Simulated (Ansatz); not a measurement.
# ZnSe, space group F-43m: a point defect in a supercell

Program: the Python package of Ansatz (0.2.0).

Run as a notebook:

In [1]:
```python
import warnings

import ansatz as az
import numpy as np
```

In [2]:
```python
warnings.simplefilter('ignore', az.DeckWarning)
```

In [3]:
```python
vectors = np.array([
    [0.0, 2.8338, 2.8338],
    [2.8338, 0.0, 2.8338],
    [2.8338, 2.8338, 0.0],
])
cell = (
    az.Lattice.of(vectors)
    .atom('Zn', [0.0, 0.0, 0.0])
    .atom('Se', [0.25, 0.25, 0.25])
)
host = cell.supercell(2)
defective = host.vacancy('Se', at=[0.25, 0.25, 0.25])
```

In [4]:
```python
def prepare(structure):
    return (
        structure.calculation()
        .functional(az.Functional.PBE)
        .pseudopotentials('paw')
        .kpoints(mesh=(2, 2, 2))  # sampling of the Brillouin zone
        .occupations('gaussian', width=0.05)
        .band_table()  # levels at the mesh points
    )
```

In [5]:
```python
perfect = prepare(host).run(threads=1).report
model = prepare(defective).forces()
done = model.run(threads=1)
report = done.report
```

In [6]:
```python
sorted(key for key in report if key.endswith('_ev'))
```
Out [6]:
```text
['eigenvalues_ev', 'energy_sigma0_ev', 'entropy_ts_ev', 'fermi_energy_ev', 'free_energy_ev',
 'gap_by_band_count_ev', 'harris_foulkes_ev', 'internal_energy_ev', 'lagrangian_above_aufbau_ev',
 'lagrangian_ev', 'lagrangian_sigma0_ev', 'loop_fermi_energy_ev', 'occupations_fermi_energy_ev',
 'residual_norms_ev']
```

In [7]:
```python
n_host, n_defect = len(perfect['lattice']['sites']), len(report['lattice']['sites'])
print(f'perfect cell: {n_host} atoms, F = {perfect["free_energy_ev"]:.4f} eV')
print(f'defect cell:  {n_defect} atoms, F = {report["free_energy_ev"]:.4f} eV')
# chemical potentials are still to be added to this difference
print(f'difference {report["free_energy_ev"] - perfect["free_energy_ev"]:.4f} eV (no chemical potentials)')
```
```text
perfect cell: 16 atoms, F = -70315.6768 eV
defect cell:  15 atoms, F = -64842.7019 eV
difference 5472.9749 eV (no chemical potentials)
```

In [8]:
```python
pull = np.linalg.norm(report['forces_ev_ang'], axis=1)
for atom in np.argsort(-pull)[:5]:
    print(f'force on {done.lattice.sites[atom].symbol}{atom}: {pull[atom]:.3f} eV/A')
```
```text
force on Zn1: 0.347 eV/A
force on Zn3: 0.347 eV/A
force on Zn0: 0.347 eV/A
force on Zn7: 0.347 eV/A
force on Zn5: 0.029 eV/A
```

In [9]:
```python
for site in done.lattice.sites:
    print(f'{site.symbol:2s}', ' '.join(f'{v:8.4f}' for v in site.position_ang))
```
```text
Zn   0.0000   0.0000   0.0000
Zn   2.8338   2.8338   0.0000
Se   4.2507   4.2507   1.4169
Zn   2.8338   0.0000   2.8338
Se   4.2507   1.4169   4.2507
Zn   5.6676   2.8338   2.8338
Se   7.0845   4.2507   4.2507
Zn   0.0000   2.8338   2.8338
Se   1.4169   4.2507   4.2507
Zn   2.8338   5.6676   2.8338
Se   4.2507   7.0845   4.2507
Zn   2.8338   2.8338   5.6676
Se   4.2507   4.2507   7.0845
Zn   5.6676   5.6676   5.6676
Se   7.0845   7.0845   7.0845
```

Reading the output:
- Total energies depend on the potentials; only differences at equal settings carry meaning. A total without «per atom» is that of the whole cell that was run.
- The atoms stand at ideal sites; relaxing them can change energy and levels by an eV or more.
- The difference holds no chemical potentials.
- The structure is a deposited one; some such entries were measured under pressure or heat, so a shift against it needn't be the functional's error alone.
- Gaps and levels are Kohn-Sham values on a finite set of k-points, without spin-orbit coupling.
- The supercell is small, so the defect meets its images and the energies aren't those of an isolated defect; a partly filled defect level may also lower its energy by spin or distortion. For a charged cell the difference holds no correction, alignment or term for the electrons' reservoir.
- Run time: 18 s on 1 thread of Arm Neoverse V2 (shared host), peak memory 0.72 GiB.
